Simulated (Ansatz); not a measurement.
This script for Ansatz's Python interface starts 3 runs on GaCo, space group Pm-3m. What input does the engine get in each?

`run_edit.py`:
```python
'''Keys set on an Input object, for GaCo.'''

import ansatz as az


def main() -> None:
    lattice = az.Lattice.of(
        (2.878, 0.0, 0.0),
        (0.0, 2.878, 0.0),
        (0.0, 0.0, 2.878),
    )
    sites = [
        ('Ga', (0.5, 0.5, 0.5)),
        ('Co', (0.0, 0.0, 0.0)),
    ]
    structure = az.Crystal(lattice=lattice)
    for symbol, position in sites:
        structure = structure.atom(symbol, position)
    structure = structure.moments(Co=3.2)

    calc = (
        structure.calculation()
        .functional('lda')
        .basis(320, density_ratio=6)
        .kpoints(mesh=(6, 6, 6), center='monkhorst-pack')  # the mesh must be finer for metals
        .occupations('fermi_dirac', width=100 * az.meV)
        .spin('collinear')  # two spin channels
        .mixing('msr1')
        .band_table()  # levels at the mesh points
    )
    typed = calc.input()
    rows = []
    for value in [0.1, 0.3, 0.6]:
        edited = typed.set(az.key.scf.mixing.beta, value)
        r = az.Session.from_dict(edited).plan().execute().report
        rows.append((value, r['free_energy_ev'], r['n_iterations'], len(r['eigenvalues_ev'][0]) if 'eigenvalues_ev' in r else 0))
    lines = [','.join(['beta', 'F eV', 'iterations', 'bands listed'])] + [','.join(f'{v:.4f}' if isinstance(v, float) else str(v) for v in row) for row in rows]
    print('\n'.join(lines))
    with open('edit.csv', 'w') as handle:
        handle.write('\n'.join(lines) + '\n')


if __name__ == '__main__':
    main()
```

Run 1:
```yaml
crystal:
  lattice:
    - [2.878, 0.0, 0.0]
    - [0.0, 2.878, 0.0]
    - [0.0, 0.0, 2.878]
  atoms:
    - { symbol: Ga, position: [0.5, 0.5, 0.5] }
    - { symbol: Co, position: [0.0, 0.0, 0.0] }
basis:
  ecutwfc: 320.0
  ecutrho_ratio: 6
kpoints:
  mp_grid:
    grid: [6, 6, 6]
    shift: [0.5, 0.5, 0.5]
hamiltonian:
  xc: lda
magnetization:
  spin_polarized: true
  per_species:
    Co: 3.2
scf:
  mixing:
    algorithm: msr1
    beta: 0.1
  occupations:
    method: fermi_dirac
    width: 0.1
output:
  eigenvalues: true
```

Run 2, against run 1:
```diff
-    beta: 0.1
+    beta: 0.3
```

Run 3, against run 1:
```diff
-    beta: 0.1
+    beta: 0.6
```

Output of `python run_edit.py`:
```text
DeckWarning: basis.ecutwfc = 320 eV is below the records' recommended 420 eV, and the density's cutoff is lower with it unless basis.ecutrho_ratio is high enough to keep the records' density cutoff: compare with a run at a higher cutoff
DeckWarning: where an SCF of this run starts from atoms to list the orders of its open shells, Co (site 1, from 0) starts with 3.00 μB on its 3d shell, in the place of the 3.20 μB that the deck gives [...]
RunWarning: the starting moments were not kept: the SCF closed with an absolute magnetisation of 2.0e-6 μB, where they sum to 3.2 μB in size (1 site). That is at most 0.1 of that sum. Measured as [...]
beta,F eV,iterations,bands listed
0.1000,-8770.1318,12,21
0.3000,-8770.1318,13,21
0.6000,-8770.1318,12,21
```
(Warnings from the package without file and line, shortened, repeats left out.)

Reading the output:
- The settings weren't tested for convergence.
- The cutoff lies under the one recommended for these potentials.
- The SCF didn't keep the moments it started from (some shrank, vanished or turned); what is printed is the state reached.
- For a metal this k-point mesh is coarse: on a finer one energies can move by several to tens of meV an atom and pressures by half a GPa or more, differences at one mesh by less.
- The starting cell is as deposited in a crystallographic database; the results hold for this polymorph, which needn't be the stable one.
- Finished in 4.8 s on 1 thread of Arm Neoverse V1, with other jobs on the host, peak memory 0.35 GiB.

(Lines on the test bed's own set-up are left out of the output.)
